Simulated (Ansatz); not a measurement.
**C₃H₅ClSn: up Jacob's ladder to CCSD(T)**

An exercise on one series of results from a longer session: the logs are not shown, and one member is left open.

The runs use Ansatz 0.2.0, Gaussian basis; functionals in def2-TZVPP, the program's frozen cores in correlated methods.

Plan: LDA (SPW92), PBE-D4, revPBE-D4, BLYP-D4, r2SCAN-D4, B97M-V, PBE0-D4, B3LYP-D4, r2SCANh-D4, r2SCAN0-D4, HSE06-D4, BHLYP-D4, CAM-B3LYP-D4, LC-ωPBE, ωB97X-V, ωB97M-V, B2PLYP, PBE-QIDH; CCSD(T)/def2-SVP; CCSD(T)/def2-TZVPP; MP2/def2-QZVPP; extrapolation to the limit; RPA on PBE.

## The relaxed structure

All runs share one geometry, relaxed beforehand with PBE0-D4 in a triple-zeta def2 set. Sn takes the def2 core potential; no spin-orbit term is included.

SMILES `C#[C][SnH]([CH3])[Cl]`, 10 atoms, charge 0, spin multiplicity 1.

Atoms are counted from 1 here; the program's logs count them from 0.

Bond lengths: C1–C2 1.206 Å, C1–H6 1.066 Å, C2–Sn3 2.077 Å, Sn3–C4 2.120 Å, Sn3–Cl5 2.335 Å, Sn3–H7 1.700 Å, C4–H8 1.089 Å, C4–H9 1.089 Å, C4–H10 1.090 Å. Angles: C2–C1–H6 179.5°, C1–C2–Sn3 178.7°, C2–Sn3–C4 110.6°, C2–Sn3–Cl5 106.0°, C2–Sn3–H7 109.8°, C4–Sn3–Cl5 106.8°, C4–Sn3–H7 116.7°, Cl5–Sn3–H7 106.2°, Sn3–C4–H8 109.6°, Sn3–C4–H9 108.7°, Sn3–C4–H10 109.7°, H8–C4–H9 109.6°, H8–C4–H10 109.7°, H9–C4–H10 109.5°.

The first run:

Contents of in.yaml:

```yaml
crystal:
  periodic: [false, false, false]
  atoms:
    - {symbol: C, position_ang: [2.546495, 0.032910, 1.304054]}
    - {symbol: C, position_ang: [1.631641, -0.149472, 0.539219]}
    - {symbol: Sn, position_ang: [0.039733, -0.418576, -0.767922]}
    - {symbol: C, position_ang: [-1.667673, 0.642584, -0.093348]}
    - {symbol: Cl, position_ang: [-0.496069, -2.688985, -0.672634]}
    - {symbol: H, position_ang: [3.357035, 0.184877, 1.980093]}
    - {symbol: H, position_ang: [0.545617, -0.116720, -2.362965]}
    - {symbol: H, position_ang: [-2.508040, 0.442457, -0.756706]}
    - {symbol: H, position_ang: [-1.910288, 0.308026, 0.914426]}
    - {symbol: H, position_ang: [-1.455351, 1.711800, -0.081216]}
basis:
  gaussian: {orbitals: def2-TZVPP}
hamiltonian: {xc: lda}
output: {orbitals: {seedname: orbitals}}
```

Steps of the session up to this table: LDA; PBE-D4 (GGA); revPBE-D4 (GGA); BLYP-D4 (GGA); r2SCAN-D4 (meta-GGA); B97M-V (meta-GGA); PBE0-D4 (hybrid); B3LYP-D4 (hybrid); r2SCANh-D4 (hybrid); r2SCAN0-D4 (hybrid); HSE06-D4 (hybrid); BHLYP-D4 (hybrid); CAM-B3LYP-D4 (range-separated); LC-ωPBE-D4 (range-separated; the results give it without D4); ωB97X-V (range-separated); ωB97M-V (range-separated); B2PLYP (double hybrid); PBE-QIDH (double hybrid).

One of the session's tables, all rows but one given; the rest of the session is left out.

It belongs to the step «Frontier levels by functional». 

| functional | HOMO (eV) | gap (eV) |
| --- | --- | --- |
| LDA (SPW92) | -7.14 | 5.23 |
| PBE-D4 | -6.99 | 5.36 |
| revPBE-D4 | ? | ? |
| BLYP-D4 | -6.83 | 5.31 |
| r2SCAN-D4 | -7.26 | 5.88 |
| B97M-V | -7.28 | 5.91 |
| PBE0-D4 | -8.22 | 7.46 |
| B3LYP-D4 | -7.97 | 6.97 |
| r2SCANh-D4 | -7.71 | 6.64 |
| r2SCAN0-D4 | -8.39 | 7.78 |
| HSE06-D4 | -7.81 | 6.68 |
| BHLYP-D4 | -9.27 | 9.41 |
| CAM-B3LYP-D4 | -9.54 | 9.78 |
| LC-ωPBE | -10.95 | 12.33 |
| ωB97X-V | -10.56 | 11.81 |
| ωB97M-V | -10.42 | 11.46 |

**Question.** Estimate the row for revPBE-D4.

The run gave: HOMO (eV): -6.93; gap (eV): 5.42. In the column «HOMO (eV)» it lies between PBE-D4 (-6.99) and BLYP-D4 (-6.83).
